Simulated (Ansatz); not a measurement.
# GeF+ (triplet): the correlation ladder, cc-pVTZ

One table from this session's results is given with a row withheld; the runs are named, their logs left out.

Program: Ansatz 0.2.0, Gaussian basis. Level of theory: cc-pVTZ, core rule «outside noble gas», up to 15 orbitals frozen. These are calculated values, not measurements.

The runs, in order: UHF; CCSD(T) on ROHF; CCSD(T) on UHF; BCCD(T) on ROHF; CISD; CCSDT(Q) on ROHF; CCSDT(Q) on UHF.

8 further runs of the same task are left out: 4 for a known fault of the program, 4 set aside as unsound or not needed.

### What is computed

The geometry is a PBE0/def2-TZVP stationary point (not a proven minimum) of the parent state, kept for this charge and spin. No spin-orbit coupling is included. The filled d shell of Ge may be among the frozen orbitals whatever the setting's name suggests; the logs give the count.

2 atoms, charge 1, spin multiplicity 3.

Atoms are counted from 1 here; the program's logs count them from 0.

Bond lengths: Ge1–F2 1.676 Å.

Set-up of the first run:

in.yaml

```yaml
crystal:
  periodic: [false, false, false]
  atoms:
    - {symbol: Ge, position_ang: [0.000000, 0.000000, 0.000000]}
    - {symbol: F, position_ang: [0.000000, 0.000000, 1.676300]}
basis:
  gaussian: {orbitals: cc-pVTZ}
total_charge: 1
magnetization: {spin_polarized: true, initial_magnetization: 2}
hamiltonian: {xc: hf}
output: {orbitals: {seedname: orbitals}}
```

Run with:

```sh
$ ansatz run in.yaml --threads 1 --pin off --events-out ev --progress --plain --max-ram 2393MiB
```

Steps of the session up to this table: UHF; CCSD(T) on ROHF; CCSD(T) on UHF; BCCD(T) on ROHF; CISD; CCSDT(Q) on ROHF; CCSDT(Q) on UHF.

One of the session's tables, all rows but one given; the rest of the session is left out.

```
   method  from RCCSDT(Q) (kJ/mol)
     ROHF                   +818.5
      UHF                   +809.3
     RMP2                    +35.7
     UMP2                    +34.6
    RCCSD                    +30.4
    UCCSD                    +28.0
 RCCSD(T)                     +1.7
 UCCSD(T)                     +0.1
  BCCD(T)                     +1.7
   RCCSDT                     +0.7
   UCCSDT                     -1.2
RCCSDT(Q)                        0
UCCSDT(Q)                        ?
```

Estimate the missing values for UCCSDT(Q).

As computed: from RCCSDT(Q) (kJ/mol): -2.7. In the column «from RCCSDT(Q) (kJ/mol)» it is the lowest.

Not comparable, so not listed: CISD (they don't share determinant, frozen orbitals or solution with the rows shown, or repeat one).

Limits of these values: Restricted and unrestricted rows rest on different reference determinants; where their highest levels disagree by more than a few hundredths of an eV, they describe different states and don't form one ladder.
